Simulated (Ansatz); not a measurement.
Geometry optimisation, DFT r2SCAN, scalar-relativistic, plane waves, PAW (Ansatz).

The input (input.yaml):

```yaml
crystal:
  lattice:
    - [-2.29, -3.966396, 0.0]
    - [3.435, -1.983198, 0.0]
    - [0.0, 0.0, 7.17686]
  atoms:
    - { symbol: Be, position: [0.75, 0.5, 0.0] }
    - { symbol: Be, position: [0.5, 0.3333333, 0.25] }
    - { symbol: Be, position: [0.75, 0.5, 0.5] }
    - { symbol: Be, position: [0.5, 0.3333333, 0.75] }
    - { symbol: Be, position: [0.5, 0.0, 0.0] }
    - { symbol: Be, position: [0.25, 0.8333333, 0.25] }
    - { symbol: Be, position: [0.5, 0.0, 0.5] }
    - { symbol: Be, position: [0.25, 0.8333333, 0.75] }
    - { symbol: Be, position: [0.25, 0.5, 0.0] }
    - { symbol: Be, position: [0.0, 0.3333333, 0.25] }
    - { symbol: Be, position: [0.25, 0.5, 0.5] }
    - { symbol: Be, position: [0.0, 0.3333333, 0.75] }
    - { symbol: Be, position: [0.0, 0.0, 0.0] }
    - { symbol: Be, position: [0.75, 0.8333333, 0.25] }
    - { symbol: Be, position: [0.0, 0.0, 0.5] }
    - { symbol: Be, position: [0.75, 0.8333333, 0.75] }
    - { symbol: Be, position: [0.2461195, 0.1618532, 0.6310028] }
basis:
  ecutwfc: 500.0
kpoints:
  mp_grid: { grid: [5, 5, 3] }
hamiltonian:
  xc: r2scan
scf:
  occupations: { method: gaussian, width: 0.15 }
  lower_state_search: "off"
relax:
  f_tol: 0.03
  max_steps: 60
  adjacent_minimum: "off"
```

Run as:

```bash
$ ansatz run input.yaml --threads 2 --pin off --max-ram 5120MiB --backend cpu --events-out ev --progress --plain --runs-dir out
```

Question: Where does it end, and by what steps?

Answer: It converged. Limits of this set-up: coarse k mesh, a small cell, in which the defect meets its images. After 10 steps the energy has fallen by 4.366 eV; Be12 moved furthest, 0.96 Å. Joined: Be1–Be6 (3.20 → 2.26 Å), Be5–Be12 (3.20 → 2.09 Å), Be9–Be17 (2.97 → 2.30 Å), Be16–Be17 (2.76 → 2.22 Å).

```tsv
step	energy less start (eV)	largest force component (eV/Å)	accepted
0	0.0000	3.872	yes
1	-1.8189	2.321	yes
2	-3.1762	0.509	yes
3	-3.3996	0.473	yes
4	-3.6877	0.538	yes
5	-3.8543	0.776	yes
6	-4.1018	0.324	yes
7	-4.2168	0.282	yes
8	-4.2885	0.294	yes
9	-4.3624	0.079	yes
10	-4.3656	0.024	yes
```

```xyz
17
Lattice="-2.2900 -3.9664 0.0000 3.4350 -1.9832 0.0000 0.0000 0.0000 7.1769" Properties=species:S:1:pos:R:3
Be 0.631 -3.757 0.188
Be -0.047 -2.706 1.816
Be -0.196 -4.158 3.691
Be 0.055 -2.865 5.317
Be -1.011 -2.568 0.040
Be 2.130 -2.779 1.563
Be -1.190 -1.963 3.613
Be 1.954 -2.170 5.134
Be 0.889 -1.876 -0.142
Be 1.138 -0.585 1.487
Be 0.988 -2.035 3.362
Be 1.618 -0.388 6.177
Be -0.348 0.010 -0.187
Be 1.134 -4.686 1.846
Be -0.193 -0.057 3.331
Be 1.291 -4.751 5.363
Be 0.310 -0.983 4.992
```

Whether the end is a true minimum wasn't checked by a vibrational analysis.

Time of the run: 3.4 min on 2 threads of Intel(R) Xeon(R) Platinum 8259CL CPU @ 2.50GHz (Skylake/Cascade Lake) (shared host), peak memory 0.71 GiB.
